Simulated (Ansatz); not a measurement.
# HfF4 + H2O: a complex and its separated parts, part 1 of 2

Aim: how far the complex at one end of a reaction step lies below its separated, relaxed parts, level by level.

Program: Ansatz 0.2.0, Gaussian basis. Level of theory: PBE0-D4/def2-TZVP structures, single points in def2-TZVPP, no counterpoise correction. These are calculated values, not measurements.

Levels: SPW92, PBE-D4, BLYP-D4, r2SCAN-D4, B97M-V, PBE0-D4, B3LYP-D4, r2SCAN0-D4, BHLYP-D4, CAM-B3LYP-D4, wB97X-V, wB97M-V, B2PLYP, PBE-QIDH, RPA on PBE, Hartree-Fock, MP2, CCSD, CCSD(T).

Correlated methods freeze the cores. Core potentials replace the inner electrons past krypton, and spin-orbit coupling is left out. B3LYP uses VWN-RPA correlation. B2PLYP carries no dispersion term here.

88 further runs of the same task are left out: 88 set aside as unsound or not needed.

**1. Starting geometry**

The complex: 8 atoms, charge 0, spin multiplicity 1.

Atoms are counted from 1 here; the program's logs count them from 0.

Bond lengths: Hf1–F2 1.925 Å, Hf1–F3 1.904 Å, Hf1–F4 1.905 Å, Hf1–F5 1.925 Å, Hf1–O7 2.367 Å, H6–O7 0.962 Å, O7–H8 0.962 Å. Angles: F2–Hf1–F3 100.1°, F2–Hf1–F4 114.7°, F2–Hf1–F5 120.2°, F2–Hf1–O7 76.1°, F3–Hf1–F4 102.5°, F3–Hf1–F5 100.0°, F3–Hf1–O7 171.6°, F4–Hf1–F5 114.8°, F4–Hf1–O7 85.9°, F5–Hf1–O7 76.0°, Hf1–O7–H6 115.2°, Hf1–O7–H8 114.9°, H6–O7–H8 108.4°.

As a file:

```mol
F4H2HfO
  3D, bonds by distance, orders not assigned

  8  7  0  0  0  0  0  0  0  0999 V2000
   -0.1218   -0.2797   -0.8394 Hf  0  0
    1.3707   -1.2697   -0.1329 F   0  0
    0.0692   -0.6677   -2.6939 F   0  0
   -1.8298   -1.0215   -0.4369 F   0  0
   -0.0699    1.6444   -0.8919 F   0  0
    0.6469   -0.0627    1.9587 H   0  0
   -0.0485    0.3538    1.4398 O   0  0
   -0.0167    1.3030    1.5964 H   0  0
  1  2  8  0
  1  3  8  0
  1  4  8  0
  1  5  8  0
  1  7  8  0
  6  7  8  0
  7  8  8  0
M  END
```

Its parts: HfF4 holds atoms 1, 2, 3, 4, 5; H2O holds atoms 6, 7, 8. Each part counts its atoms afresh in its own runs.

**2. Relaxing HfF4 alone**

Contents of relax-a/in.yaml:

```yaml
crystal:
  periodic: [false, false, false]
  atoms:
    - {symbol: Hf, position_ang: [-0.121765, -0.279713, -0.839436]}
    - {symbol: F, position_ang: [1.370654, -1.269654, -0.132925]}
    - {symbol: F, position_ang: [0.069247, -0.667656, -2.693875]}
    - {symbol: F, position_ang: [-1.829788, -1.021461, -0.436919]}
    - {symbol: F, position_ang: [-0.069909, 1.644369, -0.891943]}
basis:
  gaussian: {orbitals: def2-TZVP}
hamiltonian: {xc: pbe0, dispersion: d4}
relax: {f_tol: 0.005, max_steps: 200}
```

On the command line:

```
ansatz run in.yaml --threads 8 --pin off --events-out ev --progress --plain --max-ram 19148MiB
```

Standard output, cut to the lines that bear on the results:

```text
Functional definition: PBE0
  name "PBE0"
  cite "Adamo & Barone, J. Chem. Phys. 110, 6158 (1999) doi:10.1063/1.478522"
  cite "Perdew, Burke & Ernzerhof, Phys. Rev. Lett. 77, 3865 (1996) doi:10.1103/PhysRevLett.77.3865"
  parent pbe
[...]
1017 factors; their error is unknown
[...]
mean field -12177.70162577 eV, -447.5222804045 hartree, gradient 3.7e-5 eV, S^2 0.000000; 0 other end points of the search recorded, 0 dependent functions left out
[...]
reference -12177.70166335 eV, -447.5222817853 hartree; 24, 24 occupied and 140, 140 virtual orbitals, 1017 factors
[...]
reference -12177.90078432 eV, -447.5295993462 hartree; 24, 24 occupied and 140, 140 virtual orbitals, 1017 factors
Total energy: -12177.96456857 eV, -447.5319433741 hartree
Atom 0 at    -0.116300    -0.318797    -0.998938 Å, force    -0.000251    -0.000241    -0.000438 eV/Å
Atom 1 at     1.297695    -1.144433    -0.041122 Å, force     0.001234    -0.000533     0.001145 eV/Å
Atom 2 at     0.055949    -0.714320    -2.846169 Å, force     0.000115    -0.000451    -0.001950 eV/Å
Atom 3 at    -1.778613    -0.976104    -0.363997 Å, force    -0.001253    -0.000453     0.000670 eV/Å
Atom 4 at    -0.040291     1.559538    -0.744873 Å, force     0.000155     0.001678     0.000573 eV/Å
Dipole moment:     0.000034     0.000055     0.000159 e Å
```

Wall time 18 s (8 threads of Intel Xeon at 2.50GHz, shared host); peak memory 0.5 GiB.

The steps of the relaxation:

```tsv
step	energy from step 1 (eV)	largest force component (eV/Å)
1	0.0000	1.4673
2	-0.1755	0.5150
3	-0.1987	0.1115
4	-0.1994	0.0019
```

Distances of close pairs at the start and the end, largest changes first:

```tsv
bond	before (Å)	after (Å)	change (Å)
Hf1–F5	1.925	1.897	-0.029
Hf1–F2	1.925	1.897	-0.028
Hf1–F4	1.905	1.897	-0.008
Hf1–F3	1.904	1.897	-0.007
```

**3. Relaxing H2O alone**

Contents of relax-b/in.yaml:

```yaml
crystal:
  periodic: [false, false, false]
  atoms:
    - {symbol: H, position_ang: [0.646860, -0.062682, 1.958668]}
    - {symbol: O, position_ang: [-0.048518, 0.353845, 1.439805]}
    - {symbol: H, position_ang: [-0.016681, 1.302951, 1.596426]}
basis:
  gaussian: {orbitals: def2-TZVP}
hamiltonian: {xc: pbe0, dispersion: d4}
relax: {f_tol: 0.005, max_steps: 200}
```

On the command line:

```
ansatz run in.yaml --threads 8 --pin off --events-out ev --progress --plain --max-ram 19148MiB
```

Standard output, cut to the lines that bear on the results:

```text
[... 5 set-up lines as earlier in the session ...]
[...]
239 factors; their error is unknown
[...]
mean field -2078.32514383 eV, -76.3770402962 hartree, gradient 1.3e-5 eV, S^2 0.000000; 0 other end points of the search recorded, 0 dependent functions left out
[...]
reference -2078.33309084 eV, -76.3773323436 hartree; 5, 5 occupied and 38, 38 virtual orbitals, 239 factors
Total energy: -2078.33734663 eV, -76.3774887411 hartree
Atom 0 at     0.643262    -0.042901     1.958402 Å, force     0.000393    -0.000258     0.000290 eV/Å
Atom 1 at    -0.057388     0.347367     1.431569 Å, force    -0.000395    -0.000291    -0.000367 eV/Å
Atom 2 at    -0.004213     1.289647     1.604928 Å, force     0.000002     0.000549     0.000077 eV/Å
Dipole moment:     0.277958     0.203544     0.258183 e Å
```

Run time: 3.8 s. Hardware: 8 threads of Intel Xeon at 2.50GHz, shared host; peak memory 0.5 GiB.

Step by step:

```tsv
step	energy from step 1 (eV)	largest force component (eV/Å)
1	0.0000	0.3337
2	-0.0058	0.1347
3	-0.0079	0.0179
4	-0.0079	0.0005
```

Distances of close pairs at the start and the end, largest changes first:

```tsv
bond	before (Å)	after (Å)	change (Å)
O2–H3	0.962	0.960	-0.003
H1–O2	0.962	0.960	-0.003
```

**4. SPW92/def2-TZVPP**

Contents of parta/in.yaml:

```yaml
crystal:
  periodic: [false, false, false]
  atoms:
    - {symbol: Hf, position_ang: [-0.116300, -0.318797, -0.998938]}
    - {symbol: F, position_ang: [1.297695, -1.144433, -0.041122]}
    - {symbol: F, position_ang: [0.055949, -0.714320, -2.846169]}
    - {symbol: F, position_ang: [-1.778613, -0.976104, -0.363997]}
    - {symbol: F, position_ang: [-0.040291, 1.559538, -0.744873]}
basis:
  gaussian: {orbitals: def2-TZVPP}
hamiltonian: {xc: lda}
```

Contents of partb/in.yaml:

```yaml
crystal:
  periodic: [false, false, false]
  atoms:
    - {symbol: H, position_ang: [0.643262, -0.042901, 1.958402]}
    - {symbol: O, position_ang: [-0.057388, 0.347367, 1.431569]}
    - {symbol: H, position_ang: [-0.004213, 1.289647, 1.604928]}
basis:
  gaussian: {orbitals: def2-TZVPP}
hamiltonian: {xc: lda}
```

One command serves all of them, each in its own folder.

On the command line:

```
ansatz run in.yaml --threads 8 --pin off --events-out ev --progress --plain --max-ram 19148MiB
```

Log of parta, cut to the lines that bear on the results:

```text
Functional definition: SPW92
  name "SPW92"
  cite "Dirac, Proc. Camb. Phil. Soc. 26, 376 (1930) doi:10.1017/S0305004100016108"
  cite "Slater, Phys. Rev. 81, 385 (1951) doi:10.1103/PhysRev.81.385"
  cite "Perdew & Wang, Phys. Rev. B 45, 13244 (1992) doi:10.1103/PhysRevB.45.13244"
[...]
982 factors; their error is unknown
[...]
mean field -12117.06479302 eV, -445.2939179019 hartree, gradient 3.8e-5 eV, S^2 0.000000; 0 other end points of the search recorded, 0 dependent functions left out
reference -12117.06483978 eV, -445.2939196205 hartree; 24, 24 occupied and 156, 156 virtual orbitals, 982 factors
Total energy: -12117.06483978 eV, -445.2939196205 hartree
```

Output in partb, cut to the lines that bear on the results:

```text
[... 5 set-up lines as earlier in the session ...]
[...]
269 factors; their error is unknown
[...]
mean field -2065.39693286 eV, -75.9019373062 hartree, gradient 5.3e-5 eV, S^2 0.000000; 0 other end points of the search recorded, 0 dependent functions left out
reference -2065.39695169 eV, -75.9019379982 hartree; 5, 5 occupied and 54, 54 virtual orbitals, 269 factors
Total energy: -2065.39695169 eV, -75.9019379982 hartree
```

They took 2.2 s (parta), 0.51 s (partb) on 8 threads of Intel Xeon at 2.50GHz, shared host; peak memory 0.5 GiB.

**5. PBE-D4/def2-TZVPP**

The same edit goes into each in.yaml of step 4 (parta, partb):

```diff
-hamiltonian: {xc: lda}
+hamiltonian: {xc: pbe, dispersion: d4}
```

Each run has its own folder and the same command.

On the command line:

```
ansatz run in.yaml --threads 8 --pin off --events-out ev --progress --plain --max-ram 19148MiB
```

parta printed, cut to the lines that bear on the results:

```text
Functional definition: PBE
  name "PBE"
[... 2 set-up lines as earlier in the session ...]
[...]
982 factors; their error is unknown
[...]
mean field -12179.35135611 eV, -447.5829068760 hartree, gradient 4.0e-5 eV, S^2 0.000000; 0 other end points of the search recorded, 0 dependent functions left out
reference -12179.35140476 eV, -447.5829086642 hartree; 24, 24 occupied and 156, 156 virtual orbitals, 982 factors
Total energy: -12179.42634606 eV, -447.5856627061 hartree
```

partb printed, cut to the lines that bear on the results:

```text
[... 4 set-up lines as earlier in the session ...]
[...]
269 factors; their error is unknown
[...]
mean field -2078.40756034 eV, -76.3800690474 hartree, gradient 4.4e-5 eV, S^2 0.000000; 0 other end points of the search recorded, 0 dependent functions left out
reference -2078.40758082 eV, -76.3800697997 hartree; 5, 5 occupied and 54, 54 virtual orbitals, 269 factors
Total energy: -2078.41289783 eV, -76.3802651964 hartree
```

Times: 2.7 s (parta), 0.71 s (partb) on 8 threads of Intel Xeon at 2.50GHz, shared host; peak memory 0.5 GiB.

**6. BLYP-D4/def2-TZVPP**

The same edit goes into each in.yaml of step 5 (parta, partb):

```diff
-hamiltonian: {xc: pbe, dispersion: d4}
+hamiltonian: {xc: {name: BLYP}, dispersion: d4}
```

The same command starts each run, in its folder.

On the command line:

```
ansatz run in.yaml --threads 8 --pin off --events-out ev --progress --plain --max-ram 19148MiB
```

Log of parta, cut to the lines that bear on the results:

```text
Functional definition: BLYP
  name "BLYP"
  cite "Becke, Phys. Rev. A 38, 3098 (1988) doi:10.1103/PhysRevA.38.3098"
  cite "Lee, Yang & Parr, Phys. Rev. B 37, 785 (1988) doi:10.1103/PhysRevB.37.785"
[...]
982 factors; their error is unknown
[...]
mean field -12187.95513362 eV, -447.8990898680 hartree, gradient 3.9e-5 eV, S^2 0.000000; 0 other end points of the search recorded, 0 dependent functions left out
reference -12187.95546576 eV, -447.8991020739 hartree; 24, 24 occupied and 156, 156 virtual orbitals, 982 factors
Total energy: -12188.11271973 eV, -447.9048810506 hartree
```

Log of partb, cut to the lines that bear on the results:

```text
[... 4 set-up lines as earlier in the session ...]
[...]
269 factors; their error is unknown
[...]
mean field -2080.27677354 eV, -76.4487613654 hartree, gradient 8.6e-5 eV, S^2 0.000000; 0 other end points of the search recorded, 0 dependent functions left out
reference -2080.27696309 eV, -76.4487683311 hartree; 5, 5 occupied and 54, 54 virtual orbitals, 269 factors
Total energy: -2080.28980541 eV, -76.4492402776 hartree
```

Wall times: 1.7 s (parta), 0.69 s (partb) on 8 threads of Intel Xeon at 2.50GHz, shared host; peak memory 0.5 GiB.

**7. r2SCAN-D4/def2-TZVPP**

Each input of step 6 (parta, partb) changes in the same lines:

```diff
-hamiltonian: {xc: {name: BLYP}, dispersion: d4}
+hamiltonian: {xc: r2scan, dispersion: d4}
```

The same command starts each run, in its folder.

On the command line:

```
ansatz run in.yaml --threads 8 --pin off --events-out ev --progress --plain --max-ram 19148MiB
```

Output in parta, cut to the lines that bear on the results:

```text
Functional definition: r2SCAN
  name "r2SCAN"
  cite "Furness, Kaplan, Ning, Perdew & Sun, J. Phys. Chem. Lett. 11, 8208 (2020) doi:10.1021/acs.jpclett.0c02405"
  cite "Furness, Kaplan, Ning, Perdew & Sun, J. Phys. Chem. Lett. 11, 9248 (2020) doi:10.1021/acs.jpclett.0c03077"
  parent r2scan
[...]
982 factors; their error is unknown
[...]
mean field -12185.26304789 eV, -447.8001575419 hartree, gradient 3.1e-5 eV, S^2 0.000000; 0 other end points of the search recorded, 0 dependent functions left out
reference -12185.26306335 eV, -447.8001581102 hartree; 24, 24 occupied and 156, 156 virtual orbitals, 982 factors
Total energy: -12185.28070798 eV, -447.8008065383 hartree
```

partb printed, cut to the lines that bear on the results:

```text
[... 5 set-up lines as earlier in the session ...]
[...]
269 factors; their error is unknown
[...]
mean field -2079.58114687 eV, -76.4231975567 hartree, gradient 8.5e-5 eV, S^2 0.000000; 0 other end points of the search recorded, 0 dependent functions left out
reference -2079.58115207 eV, -76.4231977479 hartree; 5, 5 occupied and 54, 54 virtual orbitals, 269 factors
Total energy: -2079.58242459 eV, -76.4232445120 hartree
```

They took 3.9 s (parta), 1.1 s (partb) on 8 threads of Intel Xeon at 2.50GHz, shared host; peak memory 0.5 GiB.

**8. B97M-V/def2-TZVPP**

The same edit goes into each in.yaml of step 7 (parta, partb):

```diff
-hamiltonian: {xc: r2scan, dispersion: d4}
+hamiltonian: {xc: {name: B97M-V}}
```

The same command starts each run, in its folder.

On the command line:

```
ansatz run in.yaml --threads 8 --pin off --events-out ev --progress --plain --max-ram 19148MiB
```

Output in parta, cut to the lines that bear on the results:

```text
Functional definition: B97M-V
  name "B97M-V"
  cite "Mardirossian & Head-Gordon, J. Chem. Phys. 142, 074111 (2015) doi:10.1063/1.4907719"
  cite "Becke, J. Chem. Phys. 107, 8554 (1997) doi:10.1063/1.475007"
  cite "Vydrov & Van Voorhis, J. Chem. Phys. 133, 244103 (2010) doi:10.1063/1.3521275"
  # Of w^i u^j: cxij and so on, Table III.
[...]
  gx(w, u) = cx00 + cx01*u + cx02*u^2 + (cx10 + cx11*u)*w
[...]
  gos(w, u) = cos00 + cos01*u + cos03*u^3 + cos10*w + cos32*w^3*u^2
[...]
      + integral(e_c_pw_mod_opposite_spin*gos(b97_w_opposite, b97_u_opposite)) + vv10(b, c)
982 factors; their error is unknown
[...]
mean field -12185.16739096 eV, -447.7966422146 hartree, gradient 3.5e-5 eV, S^2 0.000000; 0 other end points of the search recorded, 0 dependent functions left out
reference -12185.16746020 eV, -447.7966447593 hartree; 24, 24 occupied and 156, 156 virtual orbitals, 982 factors
Total energy: -12185.16746020 eV, -447.7966447593 hartree
```

Log of partb, cut to the lines that bear on the results:

```text
[... 5 set-up lines as earlier in the session ...]
  # Of w^i u^j: cxij and so on, Table III.
[...]
  gx(w, u) = cx00 + cx01*u + cx02*u^2 + (cx10 + cx11*u)*w
[...]
  gos(w, u) = cos00 + cos01*u + cos03*u^3 + cos10*w + cos32*w^3*u^2
[...]
      + integral(e_c_pw_mod_opposite_spin*gos(b97_w_opposite, b97_u_opposite)) + vv10(b, c)
269 factors; their error is unknown
[...]
mean field -2079.93551758 eV, -76.4362204400 hartree, gradient 2.9e-5 eV, S^2 0.000000; 0 other end points of the search recorded, 0 dependent functions left out
reference -2079.93554439 eV, -76.4362214254 hartree; 5, 5 occupied and 54, 54 virtual orbitals, 269 factors
Total energy: -2079.93554439 eV, -76.4362214254 hartree
```

Times: 6 s (parta), 1.3 s (partb) on 8 threads of Intel Xeon at 2.50GHz, shared host; peak memory 0.5 GiB.

**9. PBE0-D4/def2-TZVPP**

The same edit goes into each in.yaml of step 8 (parta, partb):

```diff
-hamiltonian: {xc: {name: B97M-V}}
+hamiltonian: {xc: pbe0, dispersion: d4}
+output: {orbitals: {seedname: orbitals}}
```

The same command starts each run, in its folder.

On the command line:

```
ansatz run in.yaml --threads 8 --pin off --events-out ev --progress --plain --max-ram 19148MiB
```

Log of parta, cut to the lines that bear on the results:

```text
[... 5 set-up lines as earlier in the session ...]
[...]
1028 factors; their error is unknown
[...]
mean field -12178.11852717 eV, -447.5376012483 hartree, gradient 6.3e-5 eV, S^2 0.000000; 0 other end points of the search recorded, 0 dependent functions left out
reference -12178.11856386 eV, -447.5376025965 hartree; 24, 24 occupied and 156, 156 virtual orbitals, 1028 factors
Total energy: -12178.18234811 eV, -447.5399466245 hartree
```

partb printed, cut to the lines that bear on the results:

```text
[... 5 set-up lines as earlier in the session ...]
[...]
269 factors; their error is unknown
[...]
mean field -2078.42782274 eV, -76.3808136768 hartree, gradient 1.2e-5 eV, S^2 0.000000; 0 other end points of the search recorded, 0 dependent functions left out
reference -2078.42783725 eV, -76.3808142098 hartree; 5, 5 occupied and 54, 54 virtual orbitals, 269 factors
Total energy: -2078.43209304 eV, -76.3809706073 hartree
```

Wall times: 3.2 s (parta), 0.68 s (partb) on 8 threads of Intel Xeon at 2.50GHz, shared host; peak memory 0.5 GiB.

**10. B3LYP-D4/def2-TZVPP**

Each input of step 9 (parta, partb) changes in the same lines:

```diff
-hamiltonian: {xc: pbe0, dispersion: d4}
-output: {orbitals: {seedname: orbitals}}
+hamiltonian: {xc: {name: B3LYP}, dispersion: d4}
```

The same command starts each run, in its folder.

On the command line:

```
ansatz run in.yaml --threads 8 --pin off --events-out ev --progress --plain --max-ram 19148MiB
```

parta printed, cut to the lines that bear on the results:

```text
Functional definition: B3LYP
  name "B3LYP"
  cite "Stephens, Devlin, Chabalowski & Frisch, J. Phys. Chem. 98, 11623 (1994) doi:10.1021/j100096a001"
[... 2 set-up lines as earlier in the session ...]
  cite "Vosko, Wilk & Nusair, Can. J. Phys. 58, 1200 (1980) doi:10.1139/p80-159"
[...]
997 factors; their error is unknown
[...]
mean field -12189.40669859 eV, -447.9524338967 hartree, gradient 3.4e-5 eV, S^2 0.000000; 0 other end points of the search recorded, 0 dependent functions left out
reference -12189.40694682 eV, -447.9524430190 hartree; 24, 24 occupied and 156, 156 virtual orbitals, 997 factors
Total energy: -12189.52790612 eV, -447.9568881911 hartree
```

Output in partb, cut to the lines that bear on the results:

```text
[... 6 set-up lines as earlier in the session ...]
[...]
269 factors; their error is unknown
[...]
mean field -2080.76395851 eV, -76.4666650827 hartree, gradient 1.1e-5 eV, S^2 0.000000; 0 other end points of the search recorded, 0 dependent functions left out
reference -2080.76409687 eV, -76.4666701673 hartree; 5, 5 occupied and 54, 54 virtual orbitals, 269 factors
Total energy: -2080.77252286 eV, -76.4669798169 hartree
```

They took 2.7 s (parta), 0.78 s (partb) on 8 threads of Intel Xeon at 2.50GHz, shared host; peak memory 0.5 GiB.

**11. r2SCAN0-D4/def2-TZVPP**

The same edit goes into each in.yaml of step 10 (parta, partb):

```diff
-hamiltonian: {xc: {name: B3LYP}, dispersion: d4}
+hamiltonian: {xc: {name: r2SCAN0}, dispersion: d4}
```

One command serves all of them, each in its own folder.

On the command line:

```
ansatz run in.yaml --threads 8 --pin off --events-out ev --progress --plain --max-ram 19148MiB
```

parta printed, cut to the lines that bear on the results:

```text
Functional definition: r2SCAN0
  name "r2SCAN0"
  cite "Bursch, Neugebauer, Ehlert & Grimme, J. Chem. Phys. 156, 134105 (2022) doi:10.1063/5.0086040"
[... 3 set-up lines as earlier in the session ...]
[...]
1028 factors; their error is unknown
[...]
mean field -12182.38055661 eV, -447.6942279414 hartree, gradient 2.0e-5 eV, S^2 0.000000; 0 other end points of the search recorded, 0 dependent functions left out
reference -12182.38056921 eV, -447.6942284044 hartree; 24, 24 occupied and 156, 156 virtual orbitals, 1028 factors
Total energy: -12182.40172996 eV, -447.6950060475 hartree
```

Output in partb, cut to the lines that bear on the results:

```text
[... 6 set-up lines as earlier in the session ...]
[...]
269 factors; their error is unknown
[...]
mean field -2079.27471406 eV, -76.4119363585 hartree, gradient 2.0e-5 eV, S^2 0.000000; 0 other end points of the search recorded, 0 dependent functions left out
reference -2079.27471816 eV, -76.4119365092 hartree; 5, 5 occupied and 54, 54 virtual orbitals, 269 factors
Total energy: -2079.27612230 eV, -76.4119881105 hartree
```

Times: 4.3 s (parta), 1.2 s (partb) on 8 threads of Intel Xeon at 2.50GHz, shared host; peak memory 0.5 GiB.

**12. BHLYP-D4/def2-TZVPP**

The same edit goes into each in.yaml of step 11 (parta, partb):

```diff
-hamiltonian: {xc: {name: r2SCAN0}, dispersion: d4}
+hamiltonian: {xc: {name: BHLYP}, dispersion: d4}
```

The same command starts each run, in its folder.

On the command line:

```
ansatz run in.yaml --threads 8 --pin off --events-out ev --progress --plain --max-ram 19148MiB
```

Output in parta, cut to the lines that bear on the results:

```text
Functional definition: BHLYP
  name "BHLYP"
  cite "Becke, J. Chem. Phys. 98, 1372 (1993) doi:10.1063/1.464304"
[... 2 set-up lines as earlier in the session ...]
[...]
1151 factors; their error is unknown
[...]
mean field -12182.13797192 eV, -447.6853131182 hartree, gradient 6.0e-5 eV, S^2 0.000000; 0 other end points of the search recorded, 0 dependent functions left out
reference -12182.13813668 eV, -447.6853191732 hartree; 24, 24 occupied and 156, 156 virtual orbitals, 1151 factors
Total energy: -12182.24256815 eV, -447.6891569589 hartree
```

Log of partb, cut to the lines that bear on the results:

```text
[... 5 set-up lines as earlier in the session ...]
[...]
295 factors; their error is unknown
[...]
mean field -2079.57891909 eV, -76.4231156872 hartree, gradient 2.0e-5 eV, S^2 0.000000; 0 other end points of the search recorded, 0 dependent functions left out
reference -2079.57900988 eV, -76.4231190237 hartree; 5, 5 occupied and 54, 54 virtual orbitals, 295 factors
Total energy: -2079.58396165 eV, -76.4233009981 hartree
```

Wall times: 2 s (parta), 0.82 s (partb) on 8 threads of Intel Xeon at 2.50GHz, shared host; peak memory 0.5 GiB.

(Continued in part 2 of 2.)
